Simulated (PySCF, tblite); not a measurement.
# C₅H₅FOS: dynamics, then NMR shifts on frames, part 2 of 2

tblite 0.8.0 and PySCF 2.14.0. Atoms count from 0.

## Step 5: NMR shieldings: 625 fs, PBE0/pcSseg-1

Job settings and geometry (Å):

```
{"job": {"kind": "nmr", "xc": "PBE0", "basis": "pcSseg-1", "pop": false}, "charge": 0, "multiplicity": 1}
C      1.460500    -1.627700     0.162300
C      0.398700    -1.083900     0.376100
C     -0.980900    -0.842300     0.564800
F     -1.649100    -1.736400     1.382500
C     -1.398100     0.606900     0.528000
C     -1.715800     0.838400    -0.916500
S     -1.735800    -1.009200    -1.302100
O     -3.209300    -1.237700    -1.294000
H      2.349700    -2.103500    -0.238000
H     -2.324600     0.645000     1.099500
H     -0.709300     1.293800     1.093200
H     -2.664700     1.249700    -1.314000
H     -0.748000     1.256600    -1.382300
```

With the program's defaults for keys left out, this is: GIAO PBE0/pcSseg-1 NMR shielding, non-relativistic, gas phase.

Log:

```text
coarse grid: 12328 points
cycle   1  E = -765.7385212023  dE =  1.443e+00  |g| = 1.033e+00  |ddm| = 3.714e+00
cycle   2  E = -763.8301744169  dE =  1.908e+00  |g| = 3.013e+00  |ddm| = 4.641e+00
cycle   3  E = -765.9202476533  dE = -2.090e+00  |g| = 3.737e-01  |ddm| = 4.026e+00
cycle   4  E = -765.9434140646  dE = -2.317e-02  |g| = 2.184e-01  |ddm| = 6.903e-01
cycle   5  E = -765.9522725893  dE = -8.859e-03  |g| = 5.433e-02  |ddm| = 2.292e-01
cycle   6  E = -765.9527935318  dE = -5.209e-04  |g| = 2.808e-02  |ddm| = 6.220e-02
cycle   7  E = -765.9529725007  dE = -1.790e-04  |g| = 9.454e-03  |ddm| = 2.477e-02
cycle   8  E = -765.9529923781  dE = -1.988e-05  |g| = 1.895e-03  |ddm| = 9.656e-03
cycle   9  E = -765.9529931694  dE = -7.914e-07  |g| = 5.391e-04  |ddm| = 3.184e-03
final grid: 117464 points
cycle  10  E = -766.0215271619  dE = -1.497e-05  |g| = 1.162e-02  |ddm| = 3.990e-02
cycle  11  E = -766.0214138592  dE =  1.133e-04  |g| = 2.541e-02  |ddm| = 4.351e-02
cycle  12  E = -766.0215559602  dE = -1.421e-04  |g| = 3.271e-03  |ddm| = 3.259e-02
cycle  13  E = -766.0215581423  dE = -2.182e-06  |g| = 4.698e-04  |ddm| = 3.111e-03
cycle  14  E = -766.0215581686  dE = -2.636e-08  |g| = 3.466e-04  |ddm| = 6.223e-04
cycle  15  E = -766.0215581971  dE = -2.850e-08  |g| = 7.851e-05  |ddm| = 3.080e-04
cycle  16  E = -766.0215581984  dE = -1.302e-09  |g| = 1.925e-05  |ddm| = 8.131e-05
cycle  17  E = -766.0215581985  dE = -8.959e-11  |g| = 4.720e-06  |ddm| = 3.048e-05
converged SCF energy = -766.0215581985

GIAO shielding tensors (ppm)
atom      isotropic    diamagn.    paramagn.     s11        s22        s33       span
  0 C       83.596     260.497    -176.900      6.271     40.812    203.704    197.433
  1 C       99.119     261.994    -162.875     -6.650      6.211    297.796    304.445
  2 C       90.133     239.989    -149.856     63.350     79.178    127.871     64.521
  3 F      310.727     470.074    -159.347    270.767    284.813    376.600    105.833
  4 C      149.916     245.790     -95.875    117.296    149.225    183.227     65.932
  5 C      139.085     256.085    -117.001     78.432    163.081    175.741     97.309
  6 S      -38.480    1050.722   -1089.202   -253.503     28.358    109.706    363.209
  7 O       84.138     392.554    -308.416   -265.445    104.707    413.152    678.596
  8 H       27.278      31.342      -4.064     23.059     23.844     34.930     11.870
  9 H       27.368      28.508      -1.140     24.624     26.535     30.945      6.321
 10 H       27.792      27.477       0.315     23.466     26.472     33.438      9.972
 11 H       28.751      29.402      -0.651     25.488     26.880     33.884      8.396
 12 H       27.285      27.778      -0.493     23.806     27.404     30.645      6.840
```

Wall time 19 s (1 thread of Arm Neoverse V1, shared host); peak memory 0.77 GiB.

In short: δ C0 103.3, C2 96.8, C1 87.8, C5 47.8, H8 4.44, H12 4.43 ppm.

## Step 6: NMR shieldings: 800 fs, PBE0/pcSseg-1

Job settings and geometry (Å):

```
{"job": {"kind": "nmr", "xc": "PBE0", "basis": "pcSseg-1", "pop": false}, "charge": 0, "multiplicity": 1}
C      1.229200    -1.699400     0.084800
C      0.068300    -1.442700     0.224200
C     -1.146000    -0.652000     0.161500
F     -1.775300    -0.975800     1.325600
C     -1.072700     0.872600    -0.121600
C     -1.699400     0.618400    -1.482000
S     -2.420700    -1.003500    -1.393800
O     -3.668800    -1.062300    -0.642900
H      2.087200    -2.379200     0.093700
H     -1.700800     1.520400     0.498500
H     -0.045900     1.285400    -0.074500
H     -2.308400     1.349600    -1.979600
H     -0.870300     0.420300    -2.289600
```

Method: GIAO PBE0/pcSseg-1 NMR shielding, non-relativistic, gas phase.

Log:

```text
coarse grid: 12328 points
cycle   1  E = -765.7186076157  dE =  1.554e+00  |g| = 1.047e+00  |ddm| = 3.683e+00
cycle   2  E = -764.1577172048  dE =  1.561e+00  |g| = 2.819e+00  |ddm| = 4.560e+00
cycle   3  E = -765.9078947944  dE = -1.750e+00  |g| = 3.531e-01  |ddm| = 4.031e+00
cycle   4  E = -765.9292818821  dE = -2.139e-02  |g| = 1.944e-01  |ddm| = 6.312e-01
cycle   5  E = -765.9357792245  dE = -6.497e-03  |g| = 6.161e-02  |ddm| = 2.079e-01
cycle   6  E = -765.9365008982  dE = -7.217e-04  |g| = 2.686e-02  |ddm| = 6.930e-02
cycle   7  E = -765.9366703580  dE = -1.695e-04  |g| = 7.813e-03  |ddm| = 2.390e-02
cycle   8  E = -765.9366829214  dE = -1.256e-05  |g| = 1.597e-03  |ddm| = 7.613e-03
cycle   9  E = -765.9366834846  dE = -5.633e-07  |g| = 4.525e-04  |ddm| = 2.761e-03
final grid: 117464 points
cycle  10  E = -766.0063983419  dE = -1.868e-05  |g| = 1.173e-02  |ddm| = 3.235e-02
cycle  11  E = -766.0062929350  dE =  1.054e-04  |g| = 2.487e-02  |ddm| = 4.224e-02
cycle  12  E = -766.0064279581  dE = -1.350e-04  |g| = 2.980e-03  |ddm| = 3.031e-02
cycle  13  E = -766.0064297494  dE = -1.791e-06  |g| = 4.967e-04  |ddm| = 2.828e-03
cycle  14  E = -766.0064297838  dE = -3.441e-08  |g| = 3.309e-04  |ddm| = 6.329e-04
cycle  15  E = -766.0064298095  dE = -2.562e-08  |g| = 8.404e-05  |ddm| = 2.868e-04
cycle  16  E = -766.0064298110  dE = -1.527e-09  |g| = 2.299e-05  |ddm| = 9.003e-05
cycle  17  E = -766.0064298111  dE = -1.239e-10  |g| = 4.219e-06  |ddm| = 3.729e-05
converged SCF energy = -766.0064298111

GIAO shielding tensors (ppm)
atom      isotropic    diamagn.    paramagn.     s11        s22        s33       span
  0 C       93.302     261.027    -167.726     28.039     38.536    213.329    185.290
  1 C       91.490     263.785    -172.296    -22.214     -1.666    298.349    320.563
  2 C       74.008     241.801    -167.792     45.181     83.296     93.547     48.366
  3 F      286.376     473.229    -186.853    181.781    321.355    355.992    174.210
  4 C      141.922     245.024    -103.102    120.450    125.787    179.528     59.079
  5 C      139.518     256.431    -116.913    113.668    134.268    170.617     56.949
  6 S      111.109    1051.606    -940.497   -181.883     94.461    420.750    602.633
  7 O      190.736     390.232    -199.496   -135.776    252.630    455.353    591.129
  8 H       27.755      28.936      -1.181     23.663     24.010     35.593     11.930
  9 H       27.715      29.200      -1.485     25.141     26.104     31.900      6.759
 10 H       28.100      29.913      -1.813     25.495     26.776     32.029      6.535
 11 H       28.855      28.396       0.459     26.037     26.626     33.901      7.864
 12 H       27.039      28.165      -1.126     24.424     25.972     30.720      6.296
```

Wall time 19 s (1 thread of Arm Neoverse V1, shared host); peak memory 0.77 GiB.

In short: δ C2 112.9, C1 95.4, C0 93.6, C5 47.4, H12 4.68, H9 4.00 ppm.

## Step 7: Nuclear shieldings: 1000 fs, PBE0/pcSseg-1

Job settings and geometry (Å):

```
{"job": {"kind": "nmr", "xc": "PBE0", "basis": "pcSseg-1", "pop": false}, "charge": 0, "multiplicity": 1}
C      1.009900    -1.771000    -0.473700
C     -0.034600    -1.469100     0.040300
C     -1.273200    -0.960600     0.506200
F     -1.684700    -1.458500     1.686000
C     -1.296300     0.511800     0.314500
C     -2.154300     0.581400    -1.020600
S     -2.469200    -1.254500    -1.010500
O     -3.862600    -1.439100    -0.598100
H      2.017400    -1.792500    -0.504700
H     -1.917400     0.906000     1.194300
H     -0.221000     0.917900     0.051300
H     -3.037100     1.089900    -0.890800
H     -1.518300     0.851700    -1.871800
```

Method: GIAO PBE0/pcSseg-1 NMR shielding, non-relativistic, gas phase.

Log:

```text
coarse grid: 12328 points
cycle   1  E = -765.7370480262  dE =  1.602e+00  |g| = 1.018e+00  |ddm| = 3.709e+00
cycle   2  E = -764.3059323548  dE =  1.431e+00  |g| = 2.739e+00  |ddm| = 4.365e+00
cycle   3  E = -765.9145615179  dE = -1.609e+00  |g| = 3.319e-01  |ddm| = 3.779e+00
cycle   4  E = -765.9343607240  dE = -1.980e-02  |g| = 1.733e-01  |ddm| = 5.766e-01
cycle   5  E = -765.9399420211  dE = -5.581e-03  |g| = 3.942e-02  |ddm| = 1.759e-01
cycle   6  E = -765.9402152650  dE = -2.732e-04  |g| = 1.906e-02  |ddm| = 4.713e-02
cycle   7  E = -765.9402939386  dE = -7.867e-05  |g| = 7.533e-03  |ddm| = 1.763e-02
cycle   8  E = -765.9403069853  dE = -1.305e-05  |g| = 1.210e-03  |ddm| = 7.101e-03
cycle   9  E = -765.9403073165  dE = -3.312e-07  |g| = 3.940e-04  |ddm| = 2.168e-03
final grid: 117464 points
cycle  10  E = -766.0082963681  dE = -1.923e-05  |g| = 1.060e-02  |ddm| = 3.588e-02
cycle  11  E = -766.0082210775  dE =  7.529e-05  |g| = 2.144e-02  |ddm| = 3.576e-02
cycle  12  E = -766.0083202247  dE = -9.915e-05  |g| = 2.845e-03  |ddm| = 2.597e-02
cycle  13  E = -766.0083218376  dE = -1.613e-06  |g| = 4.694e-04  |ddm| = 2.836e-03
cycle  14  E = -766.0083218701  dE = -3.254e-08  |g| = 3.192e-04  |ddm| = 6.277e-04
cycle  15  E = -766.0083218945  dE = -2.432e-08  |g| = 6.352e-05  |ddm| = 2.750e-04
cycle  16  E = -766.0083218954  dE = -9.031e-10  |g| = 1.590e-05  |ddm| = 7.637e-05
converged SCF energy = -766.0083218954

GIAO shielding tensors (ppm)
atom      isotropic    diamagn.    paramagn.     s11        s22        s33       span
  0 C       94.400     267.057    -172.657     12.811     55.793    214.596    201.785
  1 C       85.865     264.557    -178.692    -30.359     -8.227    296.179    326.538
  2 C       97.418     242.390    -144.973     70.356     90.758    131.140     60.784
  3 F      334.670     469.874    -135.203    277.112    340.484    386.415    109.303
  4 C      132.858     246.422    -113.564    110.889    121.601    166.085     55.196
  5 C      146.308     256.812    -110.504     97.189    147.983    193.752     96.563
  6 S       37.954    1050.531   -1012.578   -180.321     85.455    208.727    389.047
  7 O      158.581     389.438    -230.857   -163.737    167.200    472.280    636.016
  8 H       29.259      33.957      -4.698     24.139     25.992     37.646     13.507
  9 H       25.952      28.934      -2.982     22.769     25.288     29.799      7.030
 10 H       25.619      28.005      -2.385     22.605     25.695     28.557      5.951
 11 H       30.578      31.167      -0.588     27.449     29.270     35.016      7.567
 12 H       28.451      29.331      -0.880     25.296     28.094     31.963      6.666
```

It took 18 s on 1 thread of Arm Neoverse V1, shared host; peak memory 0.77 GiB.

In short: δ C1 101.1, C0 92.5, C2 89.5, C4 54.1, H10 6.10, H9 5.77 ppm.

## Step 8: Comparing the runs: NMR shifts

Shifts (ppm) of some atoms, chosen among heavy atoms and hydrogens apart, with basis size and wall time:

| frame | C0 | C2 | H9 | H10 | F3 | S6 | O7 | functions | time |
| --- | --- | --- | --- | --- | --- | --- | --- | --- | --- |
| 250 fs | 100.3 | 94.5 | 5.97 | 5.96 | -146.2 | 557 | 175.1 | 168 | 27 s |
| 425 fs | 85.8 | 96.1 | 3.41 | 3.95 | -123.8 | 450 | 147.0 | 168 | 19 s |
| 625 fs | 103.3 | 96.8 | 4.35 | 3.93 | -139.8 | 542 | 251.9 | 168 | 19 s |
| 800 fs | 93.6 | 112.9 | 4.00 | 3.62 | -115.4 | 393 | 145.3 | 168 | 19 s |
| 1000 fs | 92.5 | 89.5 | 5.77 | 6.10 | -163.7 | 466 | 177.5 | 168 | 18 s |

## Step 9: Results

The summary covers parts 1 to 2.

```
                                        quantity                              value
                                      thermostat                              600 K
                   mean temperature, second half                              558 K
         mean potential energy above the minimum                            0.80 eV
  13C shifts against TMS (PBE0/pcSseg-1, 250 fs)  100.3, 94.5, 92.3, 46.4, 42.3 ppm
   1H shifts against TMS (PBE0/pcSseg-1, 250 fs)   5.97, 5.96, 3.32, 2.59, 1.06 ppm
19F shifts against CFCl3 (PBE0/pcSseg-1, 250 fs)                         -146.2 ppm
  33S shifts against CS2 (PBE0/pcSseg-1, 250 fs)                            557 ppm
  17O shifts against H2O (PBE0/pcSseg-1, 250 fs)                          175.1 ppm
           surface potential, 1st and 99th percentile                 -1.69 V and 1.70 V
                        range of the shift of S6                     393 to 557 ppm
```

In words: In the second half the potential energy averages 0.80 eV above the minimum; equipartition over 33 harmonic modes at 600 K would give 0.85 eV. With 13 atoms the temperature swings widely (391 to 806 K). Shifts at one fixed geometry are not the observed spectrum, which averages over the motion. In the first frame run (250 fs): The largest span, 636 ppm, is at O7, where the paramagnetic term is -233 ppm. At PBE0/pcSseg-1, counted by nearest atom on the grid, the HOMO lies on O7 31 %; S6 29 %, the LUMO on S6 30 %; C0, C1, C2 about 14 % each. Across the 5 runs the shift of S6 moves most, between 393 (800 fs) and 557 ppm (250 fs).
